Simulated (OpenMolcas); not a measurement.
**Ni³⁺ among point charges: CASSCF and CASPT2 levels and susceptibility**

Aim: the splitting of the states of Ni³⁺ in the field of 6 point charges, its lowest levels with spin-orbit coupling and its magnetic susceptibility.

Program: OpenMolcas 26.06. Level of theory: state-averaged CASSCF and CASPT2, spin-orbit coupling by RASSI with atomic mean-field integrals. These are calculated values, not measurements, unless marked.

## Step 1: Starting point

* Species: Ni³⁺ (nickel, Z = 28, 25 electrons)
* Basis: ANO-RCC-VDZP [5s4p2d1f], 34 functions
* Scalar Hamiltonian: DKH2, point nucleus
* Inactive shells: 1s 2s 2p 3s 3p
* Active space: 7 electrons in 5 orbitals (3d)
* Some configurations of this space: 3d7
* Orbitals: optimised for each spin and parity, averaged over all roots

The outer shells:

3d7
```
3d [↑↓][↑↓][↑ ][↑ ][↑ ]
```

The ion sits among 6 point charges of -1.76 e arranged as a trigonal prism (D3h), 1.73 Å from the ion, with a polar angle of 47.6° against the regular 49.1°.

Each step is its own input file, run in one work folder so that later steps find the files of earlier ones. Labels, J, g values, rates, χT and fits are worked out afterwards by a script from the matrices that RASSI stores.

## Step 2: Basis and integrals

Input file a.inp:

```
&GATEWAY
Coord
1

Ni 0.0 0.0 0.0
Basis=ANO-RCC-VDZP
Group=NoSym
NoMove
AngMom=0.0 0.0 0.0
AMFI
XField
6 Angstrom 0
1.278077 0.000000 1.165941 -1.760000
-0.639039 1.106847 1.165941 -1.760000
-0.639039 -1.106847 1.165941 -1.760000
1.278077 0.000000 -1.165941 -1.760000
-0.639039 1.106847 -1.165941 -1.760000
-0.639039 -1.106847 -1.165941 -1.760000
&SEWARD
```

Command:

```bash
$ OMP_NUM_THREADS=1 MOLCAS_MEM=1689 MOLCAS_PROJECT=a pymolcas a.inp > a.log
```

Output:

```text
Basis set label: NI.ANO-RCC...5S4P2D1F.

      Electronic valence basis set:
      ------------------
      Associated Effective Charge  28.000000 au
      Associated Actual Charge     28.000000 au
      Nuclear Model: Point charge

      Shell  nPrim  nBasis  Cartesian Spherical Contaminant
         s      21       5        X
         p      15       4        X
         d      10       2                 X
         f       6       1                 X
                  Relativistic Douglas-Kroll-Hess integrals:
                    - DKH order of Hamiltonian: 2
                    - DKH order of Properties : 0
                  Atomic mean-field integrals
```

## Step 3: CASSCF: quartets, 10 roots

Input file a.inp:

```
&RASSCF
FileOrb=start.orb
Symmetry=1
Spin=4
nActEl=7 0 0
Inactive=9
Ras2=5
CIRoot=10 10 1
SDav=10
CIMx=300
Iter=120 100
PrWF=0.3
OrbListing=Nothing
MaxOrb=0
>>> COPY $Project.JobIph JOB001
```

Command:

```bash
$ OMP_NUM_THREADS=1 MOLCAS_MEM=1689 MOLCAS_PROJECT=a pymolcas a.inp > a.log
```

start.orb holds the contracted functions of the basis, ordered by shell, or the orbitals of the step before.

Output, shortened:

```text
[...]
      Number of active orbitals                  5
[...]
      Spin quantum number                      1.5
[...]
      Active orbitals                            5
[...]
      Number of CSFs                            10
      Number of root(s) required                10
[...]
      Convergence after 12 iterations
[...]
      Natural orbitals and occupation numbers for root  1
      sym 1:   1.000000   1.000000   2.000000   1.000000   2.000000
      Natural orbitals and occupation numbers for root  2
      sym 1:   2.000000   1.000000   2.000000   1.000000   1.000000
      Natural orbitals and occupation numbers for root  3
      sym 1:   1.499998   1.500002   1.000000   1.499998   1.500002
::    RASSCF root number  1 Total energy:  -1526.67337613
::    RASSCF root number  2 Total energy:  -1526.67337613
::    RASSCF root number  3 Total energy:  -1526.66148002
[...]
::    RASSCF root number  7 Total energy:  -1526.65286467
::    RASSCF root number  8 Total energy:  -1526.57433303
::    RASSCF root number  9 Total energy:  -1526.54850679
::    RASSCF root number 10 Total energy:  -1526.54850672
```

## Step 4: CASSCF: doublets, 40 roots

Input file a.inp:

```
&RASSCF
FileOrb=start.orb
Symmetry=1
Spin=2
nActEl=7 0 0
Inactive=9
Ras2=5
CIRoot=40 40 1
SDav=40
CIMx=300
Iter=120 100
PrWF=0.3
OrbListing=Nothing
MaxOrb=0
>>> COPY $Project.JobIph JOB002
```

Command:

```bash
$ OMP_NUM_THREADS=1 MOLCAS_MEM=1689 MOLCAS_PROJECT=a pymolcas a.inp > a.log
```

Output, shortened:

```text
[...]
      Number of active orbitals                  5
[...]
      Spin quantum number                      0.5
[...]
      Active orbitals                            5
[...]
      Number of CSFs                            40
      Number of root(s) required                40
[...]
      Convergence after  9 iterations
[...]
      Natural orbitals and occupation numbers for root  1
      sym 1:   1.731475   1.135033   1.698876   0.539516   1.895099
      Natural orbitals and occupation numbers for root  2
      sym 1:   1.731078   0.539518   1.699207   1.135033   1.895164
      Natural orbitals and occupation numbers for root  3
      sym 1:   1.603718   1.104900   1.603718   1.104898   1.582766
::    RASSCF root number  1 Total energy:  -1526.57653417
::    RASSCF root number  2 Total energy:  -1526.57653415
::    RASSCF root number  3 Total energy:  -1526.57369707
[...]
::    RASSCF root number 27 Total energy:  -1526.50584302
::    RASSCF root number 28 Total energy:  -1526.50584302
::    RASSCF root number 29 Total energy:  -1526.43687020
::    RASSCF root number 30 Total energy:  -1526.43687020
```

## Step 5: RASSI: spin-orbit coupling between the states

Input file a.inp:

```
&RASSI
NrOfJobIphs=2 10 40
1 2 3 4 5 6 7 8 9 10
1 2 3 4 5 6 7 8 9 10 11 12 13 14 15 16 17 18 19 20 21 22 23 24 25 26 27
28 29 30 31 32 33 34 35 36 37 38 39 40
IphNames
JOB001
JOB002
EJob
SpinOrbit
DIPRint=1.0
SOCoupling=1000.0
Subsets=2
Property=9
'ANGMOM' 1 'ANGMOM' 2 'ANGMOM' 3 'MLTPL  1' 1 'MLTPL  1' 2 'MLTPL  1' 3
'AMFI' 1 'AMFI' 2 'AMFI' 3
SOProperty=3
'ANGMOM' 1 'ANGMOM' 2 'ANGMOM' 3
```

Output, shortened:

```text
SPIN-FREE ENERGIES:
  (Shifted by EMIN (a.u.) =      -1526.6733761300)
 SF State       Relative EMIN(au)   Rel lowest level(eV)    D:o, cm**(-1)      L_eff
     1             0.0000000000        0.0000000000              0.0000         3.0
     2             0.0000000030        0.0000000812              0.0007         3.0
     3             0.0118961113        0.3237096799           2610.8946         3.0
     4             0.0119040831        0.3239266018           2612.6442         3.0
     5             0.0199124216        0.5418445957           4370.2714         2.7
     6             0.0205114506        0.5581450044           4501.7431         3.0
     7             0.0205114634        0.5581453542           4501.7459         3.0
    11             0.0968419598        2.6352039722          21254.3534         3.9
    12             0.0968419822        2.6352045824          21254.3583         3.9
     8             0.0990430993        2.6951000294          21737.4477         1.5
[...]
Eigenvalues of complex Hamiltonian:
   -----------------------------------
  (Shifted by EMIN (a.u.) =      -1526.6733761300)
 SO State       Relative EMIN(au)   Rel lowest level(eV)    D:o, cm**(-1)     J-value
     1            -0.0041248989        0.0000000000              0.0000         2.8
     2            -0.0041248989        0.0000000000              0.0000         2.8
     3            -0.0024191986        0.0464144688            374.3579         3.4
     4            -0.0024191986        0.0464144688            374.3579         3.4
     5            -0.0001660994        0.1077244230            868.8561         3.4
     6            -0.0001660994        0.1077244230            868.8561         3.4
     7             0.0025985894        0.1829554385           1475.6351         3.0
     8             0.0025985894        0.1829554385           1475.6351         3.0
     9             0.0063394462        0.2847493378           2296.6583         1.7
    10             0.0063394462        0.2847493378           2296.6583         1.7
    11             0.0104698648        0.3971437525           3203.1804         1.8
[...]
```

These steps: 12 s of run time, 1 thread of Intel Xeon Platinum 8375C at 2.90GHz (Ice Lake), shared host.

States without spin-orbit coupling:

| state | degeneracy | E (cm-1) | free-ion L (%) |
| --- | --- | --- | --- |
| 4E | 2 | 0 | F (100) |
| 4A1 | 1 | 2611 | F (100) |
| 4A2 | 1 | 2613 | F (100) |
| 4A2 | 1 | 4370 | F (81) |
| 4E | 2 | 4502 | F (99) |
| 2E | 2 | 21254 | G (70) |
| 4A2 | 1 | 21737 | P (81) |
| 2A1 | 1 | 21877 | G (94) |
| 2E | 2 | 23225 | G (93) |
| 2E | 2 | 23494 | G (84) |
| 2A2 | 1 | 24836 | G (97) |
| 2A1 | 1 | 24857 | G (97) |
| 2A2 | 1 | 25391 | H (95) |
| 2E | 2 | 26663 | H (64) |
| 4E | 2 | 27406 | P (99) |
| 2E | 2 | 27579 | H (68) |
| 2E | 2 | 29728 | P (64) |
| 2A2 | 1 | 31694 | P (93) |
| 2A1 | 1 | 31932 | H (97) |
| 2A2 | 1 | 31939 | H (97) |
| 2E | 2 | 32996 | D (67) |
| 2E | 2 | 35992 | D (74) |
| 2E | 2 | 36184 | H (100) |
| 2A1 | 1 | 36716 | D (95) |

With spin-orbit coupling:

| E (cm-1) | Degeneracy | Label | 2S+1 | g |
| --- | --- | --- | --- | --- |
| 0.0 | 2 | E1/2 | 4 | 0.00 0.00 9.93 |
| 374.4 | 2 | E1/2 | 4 | 0.00 0.00 5.97 |
| 868.9 | 2 | E3/2 | 4 | 0.00 0.00 2.03 |
| 1476 | 2 | E1/2 | 4 | 0.14 0.14 1.94 |
| 2297 | 2 | E3/2 | 4 | 0.00 0.00 11.99 |
| 3203 | 2 | E1/2 | 4 | 0.01 0.01 8.06 |
| 3971 | 2 | E1/2 | 4 | 0.01 0.01 4.08 |
| 4318 | 2 | E1/2 | 4 | 1.79 5.73 5.73 |
| 4551 | 2 | E3/2 | 4 | 0.00 0.00 3.73 |
| 4712 | 2 | E3/2 | 4 | 0.00 0.00 1.38 |
| 5116 | 2 | E1/2 | 4 | 0.00 0.00 7.92 |
| 5686 | 2 | E1/2 | 4 | 2.11 3.11 3.11 |
| 5999 | 2 | E3/2 | 4 | 0.00 0.00 4.84 |
| 6520 | 2 | E1/2 | 4 | 1.30 1.30 2.03 |
| 21393 | 2 | E1/2 | 2 | 0.51 4.01 4.01 |
| 22222 | 2 | E3/2 | 2 | 0.00 0.00 4.13 |
| 22491 | 2 | E3/2 | 4 | 0.00 0.00 5.69 |
| 22502 | 2 | E1/2 | 4 | 1.98 3.94 3.94 |
| 23176 | 2 | E1/2 | 2 | 1.50 1.83 1.83 |
| 23692 | 2 | E3/2 | 2 | 0.00 0.00 9.98 |
| 23910 | 2 | E1/2 | 2 | 0.01 0.01 5.95 |
| 24118 | 2 | E3/2 | 2 | 0.00 0.00 2.18 |
| 25007 | 2 | E1/2 | 2 | 0.00 0.00 6.58 |
| 25246 | 2 | E1/2 | 2 | 0.03 0.03 7.39 |

The table of states holds 24 of 33 computed; the rest, higher up, is left out. Labels of spin-orbit levels are those of the rotation subgroup (D3 for D3h). Principal g values are given for doublets only; a zero marks a field direction without first-order Zeeman splitting.

Powder χT (cm³ K/mol): 3.09 at 2 K, 3.10 at 5 K, 3.13 at 10 K, 3.18 at 20 K, 3.32 at 50 K, 3.55 at 100 K, 3.73 at 150 K, 3.86 at 200 K, 3.94 at 250 K, 4.00 at 300 K.

Orbitals of the lowest block (energies include the constant potential of the surroundings):

| shell | space | energy (hartree) | mean occupation | ⟨r²⟩ (bohr²) |
| --- | --- | --- | --- | --- |
| 1s | inactive | -306.9982 | 2.000 | 0.00389 |
| 2s | inactive | -36.8765 | 2.000 | 0.0700 |
| 2p | inactive | -31.3376 | 6.000 | 0.0567 |
| 3s | inactive | -3.2598 | 2.000 | 0.629 |
| 3p | inactive | -1.5510 | 6.000 | 0.701 |
| 3d | RAS2 |  | 7.000 | 1.10 |

## Step 6: CASPT2: IPEA 0.25, imaginary shift 0.1 (closed shells correlated: 3s 3p)

Input file a.inp:

```
>>> COPY JOB001 $Project.JobIph
&CASPT2
Multistate=10 1 2 3 4 5 6 7 8 9 10
NoMult
Frozen=5
IPEA=0.25
Imaginary=0.1
MaxIter=60
WThr=0.0 0.3 0.05
PrWF=0.5
NoMix
>>> COPY JOB002 $Project.JobIph
&CASPT2
Multistate=40 1 2 3 4 5 6 7 8 9 10 11 12 13 14 15 16 17 18 19 20 21 22
23 24 25 26 27 28 29 30 31 32 33 34 35 36 37 38 39 40
NoMult
Frozen=5
IPEA=0.25
Imaginary=0.1
MaxIter=60
WThr=0.0 0.3 0.05
PrWF=0.5
NoMix
```

Command:

```bash
$ OMP_NUM_THREADS=1 MOLCAS_MEM=1689 MOLCAS_PROJECT=a pymolcas a.inp > a.log
```

Output:

```text
Orbital specifications:
      -----------------------

      Symmetry species                           1
                                                 a
      Frozen orbitals                            5
      Inactive orbitals                          4
      Active orbitals                            5
      Secondary orbitals                        20
      Deleted orbitals                           0
      Number of basis functions                 34
Type of calculation                        SS-CASPT2
      Fock operator                              state-specific
      IPEA shift                                 0.25
      Real shift                                 0.00
      Imaginary shift                            0.10
      The input orbitals will be transformed to quasi-canonical
Reference energy:       -1526.6733761300
      E2 (Non-variational):      -0.3729919292
      Shift correction:          -0.0000889882
      E2 (Variational):          -0.3730809174
      Total energy:           -1527.0464570475
      Residual norm:              0.0000004479
      Reference weight:           0.95080
      Contributions to the CASPT2 correlation energy
      Active & Virtual Only:         -0.1501297399
      One Inactive Excited:          -0.1657856696
      Two Inactive Excited:          -0.0570765197
Reference energy:       -1526.6733761270
      E2 (Non-variational):      -0.3733834755
      Shift correction:          -0.0000894692
      E2 (Variational):          -0.3734729446
      Total energy:           -1527.0468490717
      Residual norm:              0.0000004665
      Reference weight:           0.95068
      Contributions to the CASPT2 correlation energy
      Active & Virtual Only:         -0.1502340787
      One Inactive Excited:          -0.1660117153
      Two Inactive Excited:          -0.0571376816
::    CASPT2 Root  1     Total energy:  -1527.04645705
::    CASPT2 Root  2     Total energy:  -1527.04684907
::    CASPT2 Root  3     Total energy:  -1527.03617405
::    CASPT2 Root  4     Total energy:  -1527.03615196
::    CASPT2 Root  5     Total energy:  -1527.03128251
::    CASPT2 Root  6     Total energy:  -1527.02709973
::    CASPT2 Root  7     Total energy:  -1527.02709927
::    CASPT2 Root  8     Total energy:  -1526.95693673
::    CASPT2 Root  9     Total energy:  -1526.93214148
::    CASPT2 Root 10     Total energy:  -1526.93214393
Orbital specifications:
      -----------------------

      Symmetry species                           1
                                                 a
      Frozen orbitals                            5
      Inactive orbitals                          4
      Active orbitals                            5
      Secondary orbitals                        20
      Deleted orbitals                           0
      Number of basis functions                 34
Type of calculation                        SS-CASPT2
      Fock operator                              state-specific
      IPEA shift                                 0.25
      Real shift                                 0.00
      Imaginary shift                            0.10
      The input orbitals will be transformed to quasi-canonical
Reference energy:       -1526.5765341703
      E2 (Non-variational):      -0.3830920877
      Shift correction:          -0.0001006897
      E2 (Variational):          -0.3831927774
      Total energy:           -1526.9597269476
      Residual norm:              0.0000002561
      Reference weight:           0.94895
      Contributions to the CASPT2 correlation energy
      Active & Virtual Only:         -0.1547289131
      One Inactive Excited:          -0.1687212270
      Two Inactive Excited:          -0.0596419476
Reference energy:       -1526.5765341478
      E2 (Non-variational):      -0.3830920860
      Shift correction:          -0.0001006837
      E2 (Variational):          -0.3831927697
      Total energy:           -1526.9597269176
      Residual norm:              0.0000002561
      Reference weight:           0.94895
      Contributions to the CASPT2 correlation energy
      Active & Virtual Only:         -0.1547287600
      One Inactive Excited:          -0.1687213474
      Two Inactive Excited:          -0.0596419787
::    CASPT2 Root  1     Total energy:  -1526.95972695
::    CASPT2 Root  2     Total energy:  -1526.95972692
::    CASPT2 Root  3     Total energy:  -1526.95752018
::    CASPT2 Root  4     Total energy:  -1526.95042926
::    CASPT2 Root  5     Total energy:  -1526.95041994
::    CASPT2 Root  6     Total energy:  -1526.94868590
::    CASPT2 Root  7     Total energy:  -1526.94868381
::    CASPT2 Root  8     Total energy:  -1526.94172426
::    CASPT2 Root  9     Total energy:  -1526.94168719
::    CASPT2 Root 10     Total energy:  -1526.93993574
::    CASPT2 Root 11     Total energy:  -1526.93440497
::    CASPT2 Root 12     Total energy:  -1526.93440511
::    CASPT2 Root 13     Total energy:  -1526.93310499
::    CASPT2 Root 14     Total energy:  -1526.93299802
::    CASPT2 Root 15     Total energy:  -1526.92982780
::    CASPT2 Root 16     Total energy:  -1526.92982754
::    CASPT2 Root 17     Total energy:  -1526.92842003
::    CASPT2 Root 18     Total energy:  -1526.90829204
::    CASPT2 Root 19     Total energy:  -1526.90825666
::    CASPT2 Root 20     Total energy:  -1526.90462745
::    CASPT2 Root 21     Total energy:  -1526.90458713
::    CASPT2 Root 22     Total energy:  -1526.90115211
::    CASPT2 Root 23     Total energy:  -1526.90115136
::    CASPT2 Root 24     Total energy:  -1526.88655073
::    CASPT2 Root 25     Total energy:  -1526.88655669
::    CASPT2 Root 26     Total energy:  -1526.89567054
::    CASPT2 Root 27     Total energy:  -1526.87998903
::    CASPT2 Root 28     Total energy:  -1526.87994655
::    CASPT2 Root 29     Total energy:  -1526.83475308
::    CASPT2 Root 30     Total energy:  -1526.83476068
```

Time for this run: 5.4 s (1 thread of Intel Xeon Platinum 8375C at 2.90GHz (Ice Lake), shared host).

SS-CASPT2: lowest energy less the reference's lowest, -0.3733 hartree; reference weights 0.943 to 0.951.

States without spin-orbit coupling:

```csv
state,degeneracy,E (cm-1),free-ion L (%)
4E,2,0,F (100)
4A1,1,2300,F (100)
4A2,1,2305,F (100)
4A2,1,3373,F (81)
4E,2,4292,F (99)
2E,2,19078,G (70)
2A1,1,19562,G (94)
4A2,1,19690,P (81)
2E,2,21120,G (93)
2E,2,21502,G (84)
2A2,1,23029,G (97)
2A1,1,23037,G (97)
2A2,1,23422,H (95)
2E,2,24636,H (64)
2E,2,24933,H (68)
4E,2,25132,P (99)
2E,2,25640,P (64)
2A2,1,25949,P (93)
2A1,1,30367,H (97)
2A2,1,30374,H (97)
2E,2,31175,D (67)
2E,2,31934,D (74)
2A1,1,33137,D (95)
2E,2,35138,H (100)
```

With spin-orbit coupling:

```csv
E (cm-1),Degeneracy,Label,2S+1,g
0,2,E1/2,4,0.00 0.00 9.91
370,2,E1/2,4,0.00 0.00 5.97
860,2,E3/2,4,0.00 0.00 2.03
1470,2,E1/2,4,0.23 0.23 1.91
2000,2,E3/2,4,0.00 0.00 11.99
2920,2,E1/2,4,0.02 0.02 8.07
3600,2,E1/2,4,1.85 5.52 5.52
3680,2,E1/2,4,0.02 0.02 4.10
3860,2,E3/2,4,0.00 0.00 5.44
4380,2,E3/2,4,0.00 0.00 0.14
4920,2,E1/2,4,0.00 0.00 7.91
5490,2,E1/2,4,1.92 3.10 3.10
5550,2,E3/2,4,0.00 0.00 4.35
6060,2,E1/2,4,1.41 1.41 2.13
19200,2,E1/2,2,0.56 4.16 4.16
20060,2,E3/2,2,0.00 0.00 4.03
20420,2,E3/2,4,0.00 0.00 5.76
20440,2,E1/2,4,1.95 3.66 3.66
20910,2,E1/2,2,1.48 1.68 1.68
21720,2,E3/2,2,0.00 0.00 9.98
21830,2,E1/2,2,0.01 0.01 5.96
22030,2,E3/2,2,0.00 0.00 2.17
23060,2,E1/2,2,0.00 0.00 6.20
23430,2,E1/2,2,0.00 0.00 7.77
```

Powder χT (cm³ K/mol): 3.08 at 2 K, 3.10 at 5 K, 3.12 at 10 K, 3.17 at 20 K, 3.33 at 50 K, 3.57 at 100 K, 3.76 at 150 K, 3.89 at 200 K, 3.98 at 250 K, 4.04 at 300 K.

## Step 7: The methods side by side

A. CASSCF
B. SS-CASPT2, IPEA 0.25, imaginary shift 0.1 (closed shells correlated: 3s 3p)

```
method  ground state  first state of that spin (cm-1)  first gap with spin-orbit (cm-1)  χT at 300 K
     A            4E                         4A1 2611                             374.4         4.00
     B            4E                         4A1 2300                             369.0         4.04
```

## Step 8: Results

| quantity | value |
| --- | --- |
| method | SS-CASPT2, IPEA 0.25, imaginary shift 0.1 (closed shells correlated: 3s 3p) |
| spin-free ground state | 4E, 2-fold in its orbital part |
| first state of the same spin within the active space | 4A1 at 2300 cm⁻¹ |
| lowest level | 2-fold E1/2, g = 0.00, 0.00, 9.91 |
| next level | 369.0 cm⁻¹ |
| χT at 300 K | 4.04 cm³ K/mol |
| effective moment at 300 K | 5.68 μB |

Cost by method:

```
                                              method  time of its own steps  time with the reference
                                           A. CASSCF                   12 s                     12 s
B. SS-CASPT2, IPEA 0.25, imaginary shift 0.1, +3s 3p                  5.4 s                     18 s
```

Times are of one thread on a shared host.

The spin-free ground state (4E) comes to 100 % from free-ion F terms and keeps the highest spin of the shell. χT at 300 K is 4.04, against 1.88 cm³ K/mol for the spin alone, so orbital moment adds to it. An active space of the d shell alone favours high spin; real ions in strong fields can be low spin. CASPT2 does not keep the components of a term degenerate, and the means are used. The field of point charges can differ much from that of real complexes. With metal d orbitals alone active, the gaps between spin states are rough; where two lie within a few thousand cm-1, their order is open. This is an electrostatic model: the charges have no orbitals.
